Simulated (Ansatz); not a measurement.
# HfH₄S₄: up Jacob's ladder to CCSD(T)

An exercise on one series of results from a longer session: the logs are not shown, and one member is left open.

The runs use Ansatz 0.2.0, Gaussian basis; functionals in def2-TZVPP, the program's frozen cores in correlated methods.

Plan: LDA (SPW92), PBE-D4, revPBE-D4, BLYP-D4, r2SCAN-D4, B97M-V, PBE0-D4, B3LYP-D4, r2SCANh-D4, r2SCAN0-D4, HSE06-D4, BHLYP-D4, CAM-B3LYP-D4, LC-ωPBE, ωB97X-V, ωB97M-V, B2PLYP, PBE-QIDH; CCSD(T)/def2-SVP; CCSD(T)/def2-TZVPP; MP2/def2-QZVPP; extrapolation to the limit; RPA on PBE.

## The geometry

An earlier PBE0-D4 in a triple-zeta def2 set relaxation fixed the geometry. Hf takes the def2 core potential; no spin-orbit term is included.

SMILES `[SH][Hf]([SH])([SH])[SH]`, 9 atoms, charge 0, spin multiplicity 1.

Atoms are counted from 1 here; the program's logs count them from 0.

Bond lengths: S1–Hf2 2.426 Å, S1–H6 1.348 Å, Hf2–S3 2.426 Å, Hf2–S4 2.426 Å, Hf2–S5 2.426 Å, S3–H7 1.348 Å, S4–H8 1.348 Å, S5–H9 1.348 Å. Angles: Hf2–S1–H6 90.7°, S1–Hf2–S3 111.0°, S1–Hf2–S4 106.4°, S1–Hf2–S5 111.0°, S3–Hf2–S4 111.0°, S3–Hf2–S5 106.5°, S4–Hf2–S5 111.0°, Hf2–S3–H7 90.7°, Hf2–S4–H8 90.7°, Hf2–S5–H9 90.7°.

Set-up of the first run:

in.yaml reads:

```yaml
crystal:
  periodic: [false, false, false]
  atoms:
    - {symbol: S, position_ang: [-0.452012, 0.945200, -2.188788]}
    - {symbol: Hf, position_ang: [0.000618, -0.000104, -0.000419]}
    - {symbol: S, position_ang: [2.382934, -0.314806, 0.335770]}
    - {symbol: S, position_ang: [-1.177883, -2.119184, 0.089805]}
    - {symbol: S, position_ang: [-0.751315, 1.488422, 1.762043]}
    - {symbol: H, position_ang: [-0.584375, 2.173858, -1.649474]}
    - {symbol: H, position_ang: [2.596864, -0.246771, -0.993735]}
    - {symbol: H, position_ang: [-0.136821, -2.690715, 0.728178]}
    - {symbol: H, position_ang: [-1.878010, 0.764112, 1.916629]}
basis:
  gaussian: {orbitals: def2-TZVPP}
hamiltonian: {xc: lda}
output: {orbitals: {seedname: orbitals}}
```

The run is started by

```sh
ansatz run in.yaml --threads 2 --pin off --events-out ev --progress --plain --max-ram 22528MiB --backend cuda --devices 0, --max-vram 18GiB
```

Steps of the session up to this table: LDA; PBE-D4 (GGA); revPBE-D4 (GGA); BLYP-D4 (GGA); r2SCAN-D4 (meta-GGA); B97M-V (meta-GGA); B3LYP-D4 (hybrid); r2SCANh-D4 (hybrid); r2SCAN0-D4 (hybrid); HSE06-D4 (hybrid); BHLYP-D4 (hybrid); CAM-B3LYP-D4 (range-separated); LC-ωPBE (range-separated); ωB97X-V (range-separated); ωB97M-V (range-separated); B2PLYP (double hybrid); PBE-QIDH (double hybrid).

One of the session's tables, all rows but one given; the rest of the session is left out.

It belongs to the step «Frontier levels by functional». 

| functional | HOMO (eV) | LUMO (eV) | gap (eV) |
| --- | --- | --- | --- |
| LDA (SPW92) | -6.90 | -3.01 | 3.89 |
| PBE-D4 | -6.75 | -2.79 | 3.96 |
| revPBE-D4 | -6.69 | -2.71 | 3.98 |
| BLYP-D4 | -6.56 | -2.63 | 3.93 |
| r2SCAN-D4 | -7.06 | -2.63 | 4.43 |
| B97M-V | -7.11 | -2.59 | 4.51 |
| PBE0-D4 | -7.95 | -1.99 | 5.96 |
| B3LYP-D4 | -7.68 | -2.16 | 5.52 |
| r2SCANh-D4 | -7.50 | -2.33 | 5.17 |
| r2SCAN0-D4 | -8.15 | -1.88 | 6.27 |
| HSE06-D4 | -7.55 | -2.36 | 5.19 |
| BHLYP-D4 | ? | ? | ? |
| CAM-B3LYP-D4 | -9.24 | -0.90 | 8.34 |
| LC-ωPBE | -10.68 | 0.17 | 10.85 |
| ωB97X-V | -10.30 | 0.09 | 10.40 |
| ωB97M-V | -10.12 | 0.00 | 10.12 |

Estimate the missing values for BHLYP-D4.

Worked estimate for «HOMO (eV)». Against the share of exact exchange, BLYP-D4 (0, -6.56), B3LYP-D4 (0.2, -7.68) give a slope of -5.60 per unit share; at 0.5 the line stands at -9.36.

As computed: HOMO (eV): -8.98; LUMO (eV): -1.02; gap (eV): 7.96. In «HOMO (eV)» the line misses by -0.38.
